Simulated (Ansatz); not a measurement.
# InH₂S₂ radical: basis-set convergence

The task here is to estimate one member of a computed series from the others.

The runs use Ansatz 0.2.0, Gaussian basis; one geometry, several basis sets.

The runs, in order: PBE0-D4/def2-SVP; ωB97M-V/def2-SVP; PBE0-D4/def2-QZVPP; ωB97M-V/def2-QZVPP; the functionals' def2-TZVPP values are taken from earlier runs.

## Structure used throughout

An earlier PBE0-D4 in a triple-zeta def2 set relaxation fixed the geometry. In takes the def2 core potential; no spin-orbit term is included.

SMILES `[SH][In][SH]`, 5 atoms, charge 0, spin multiplicity 2.

Atoms are counted from 1 here; the program's logs count them from 0.

Bond lengths: S1–In2 2.433 Å, S1–H4 1.345 Å, In2–S3 2.433 Å, S3–H5 1.345 Å. Angles: In2–S1–H4 91.9°, S1–In2–S3 118.2°, In2–S3–H5 91.9°.

Geometry (Å):

```xyz
5

S    -1.5867   -1.3583   -0.2358
In    0.0769   -0.5660    1.3533
S     1.6277    1.1630    0.6277
H    -1.1381   -0.5241   -1.1910
H     1.0702    1.2117   -0.5956
```

Set-up of the first run:

Input file in.yaml:

```yaml
crystal:
  periodic: [false, false, false]
  atoms:
    - {symbol: S, position_ang: [-1.586722, -1.358284, -0.235802]}
    - {symbol: In, position_ang: [0.076904, -0.566000, 1.353333]}
    - {symbol: S, position_ang: [1.627706, 1.162997, 0.627725]}
    - {symbol: H, position_ang: [-1.138120, -0.524140, -1.191044]}
    - {symbol: H, position_ang: [1.070232, 1.211725, -0.595613]}
basis:
  gaussian: {orbitals: def2-SVP}
magnetization: {spin_polarized: true, initial_magnetization: 1}
hamiltonian: {xc: pbe0, dispersion: d4}
output: {orbitals: {seedname: orbitals}}
```

The run is started by

```bash
$ ansatz run in.yaml --threads 2 --pin off --events-out ev --progress --plain --max-ram 32768MiB --backend cpu
```

Among the steps run: PBE0-D4 in def2-SVP; ωB97M-V in def2-SVP; PBE0-D4 in def2-QZVPP; ωB97M-V in def2-QZVPP.

One of the session's tables, all rows but one given; the rest of the session is left out.

It belongs to the step «Density functionals: the series». 

| functional | basis | HOMO (eV) | LUMO (eV) |
| --- | --- | --- | --- |
| PBE0-D4 | def2-SVP | -6.24 | -3.59 |
| PBE0-D4 | def2-TZVPP | -6.32 | -3.69 |
| PBE0-D4 | def2-QZVPP | -6.34 | -3.72 |
| ωB97M-V | def2-SVP | -8.15 | -1.92 |
| ωB97M-V | def2-TZVPP | -8.27 | -2.07 |
| ωB97M-V | def2-QZVPP | ? | ? |

**Question.** Estimate the row for ωB97M-V, def2-QZVPP.

**Answer.** HOMO (eV): -8.29; LUMO (eV): -2.13. In the column «HOMO (eV)» it is the lowest.
